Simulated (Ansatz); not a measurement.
# C2H6BrNSi: a ladder of functionals and wavefunction methods

An exercise on one series of results from a longer session: the logs are not shown, and one member is left open.

Method: functionals in def2-TZVPP, the program's frozen cores in correlated methods; program: Ansatz 0.2.0, Gaussian basis.

Plan: LDA (SPW92), PBE-D4, revPBE-D4, BLYP-D4, r2SCAN-D4, B97M-V, PBE0-D4, B3LYP-D4, r2SCANh-D4, r2SCAN0-D4, HSE06-D4, BHLYP-D4, CAM-B3LYP-D4, LC-ωPBE, ωB97X-V, ωB97M-V, B2PLYP, PBE-QIDH; CCSD(T)/def2-SVP; CCSD(T)/def2-TZVPP; MP2/def2-QZVPP; extrapolation to the limit; RPA on PBE.

### Structure used throughout

An earlier PBE0-D4 in a triple-zeta def2 set relaxation fixed the geometry.

SMILES `C[Si]1(Br)CN1`, 11 atoms, charge 0, spin multiplicity 1.

Atoms are counted from 1 here; the program's logs count them from 0.

Bond lengths: C1–Si2 1.851 Å, C1–H6 1.092 Å, C1–H7 1.092 Å, C1–H8 1.092 Å, Si2–Br3 2.212 Å, Si2–C4 1.822 Å, Si2–N5 1.695 Å, C4–N5 1.505 Å, C4–H9 1.091 Å, C4–H10 1.087 Å, N5–H11 1.007 Å. Angles: Si2–C1–H6 110.7°, Si2–C1–H7 110.4°, Si2–C1–H8 109.7°, H6–C1–H7 108.1°, H6–C1–H8 109.0°, H7–C1–H8 108.9°, C1–Si2–Br3 109.7°, C1–Si2–C4 123.2°, C1–Si2–N5 123.5°, Br3–Si2–C4 122.3°, Br3–Si2–N5 115.9°, C4–Si2–N5 50.5°, Si2–C4–N5 60.4°, Si2–C4–H9 118.0°, Si2–C4–H10 124.2°, N5–C4–H9 116.8°, N5–C4–H10 114.1°, H9–C4–H10 112.7° and more.

Set-up of the first run:

Contents of in.yaml:

```yaml
crystal:
  periodic: [false, false, false]
  atoms:
    - {symbol: C, position_ang: [-1.091657, -0.989265, 0.831525]}
    - {symbol: Si, position_ang: [0.489599, -0.208053, 0.268211]}
    - {symbol: Br, position_ang: [2.178850, -1.012950, 1.447428]}
    - {symbol: C, position_ang: [0.563070, 1.413921, -0.557559]}
    - {symbol: N, position_ang: [0.826063, 0.162459, -1.351456]}
    - {symbol: H, position_ang: [-1.244301, -0.824627, 1.899819]}
    - {symbol: H, position_ang: [-1.068965, -2.066816, 0.655011]}
    - {symbol: H, position_ang: [-1.930999, -0.557906, 0.281752]}
    - {symbol: H, position_ang: [-0.376814, 1.932032, -0.753179]}
    - {symbol: H, position_ang: [1.412195, 2.090738, -0.500465]}
    - {symbol: H, position_ang: [0.308459, 0.003569, -2.200587]}
basis:
  gaussian: {orbitals: def2-TZVPP}
hamiltonian: {xc: lda}
output: {orbitals: {seedname: orbitals}}
```

Launch:

```
> ansatz run in.yaml --threads 4 --pin off --events-out ev --progress --plain --max-ram 10444MiB
```

Among the steps run: LDA; PBE-D4 (GGA); revPBE-D4 (GGA); BLYP-D4 (GGA); r2SCAN-D4 (meta-GGA); B97M-V (meta-GGA); PBE0-D4 (hybrid); B3LYP-D4 (hybrid); r2SCANh-D4 (hybrid); r2SCAN0-D4 (hybrid); HSE06-D4 (hybrid); BHLYP-D4 (hybrid); CAM-B3LYP-D4 (range-separated); LC-ωPBE (range-separated); ωB97X-V (range-separated); ωB97M-V (range-separated); B2PLYP (double hybrid); PBE-QIDH (double hybrid).

One table of the session follows, with a row left open; its other results are not shown here.

It belongs to the step «Orbital energies across the functionals». 

| functional | HOMO (eV) | LUMO (eV) | gap (eV) |
| --- | --- | --- | --- |
| LDA (SPW92) | -5.70 | -0.82 | 4.88 |
| PBE-D4 | -5.55 | -0.60 | 4.95 |
| revPBE-D4 | -5.49 | -0.51 | 4.98 |
| BLYP-D4 | -5.41 | -0.53 | 4.88 |
| r2SCAN-D4 | -5.79 | -0.21 | 5.58 |
| B97M-V | -5.83 | -0.24 | 5.59 |
| PBE0-D4 | -6.85 | 0.32 | 7.17 |
| B3LYP-D4 | -6.62 | 0.04 | 6.65 |
| r2SCANh-D4 | ? | ? | ? |
| r2SCAN0-D4 | -7.02 | 0.56 | 7.58 |
| HSE06-D4 | -6.45 | -0.06 | 6.39 |
| BHLYP-D4 | -8.04 | 1.18 | 9.22 |
| CAM-B3LYP-D4 | -8.22 | 1.28 | 9.50 |
| LC-ωPBE | -9.59 | 2.55 | 12.14 |
| ωB97X-V | -9.23 | 2.38 | 11.60 |
| ωB97M-V | -9.12 | 2.02 | 11.14 |

**Question.** Estimate the row for r2SCANh-D4.

Worked estimate for «HOMO (eV)». Against the share of exact exchange, r2SCAN-D4 (0, -5.79), r2SCAN0-D4 (0.25, -7.02) give a slope of -4.92 per unit share; at 0.1 the line stands at -6.28.

The run gave: HOMO (eV): -6.28; LUMO (eV): 0.11; gap (eV): 6.38. In «HOMO (eV)» the line misses by 0.00.
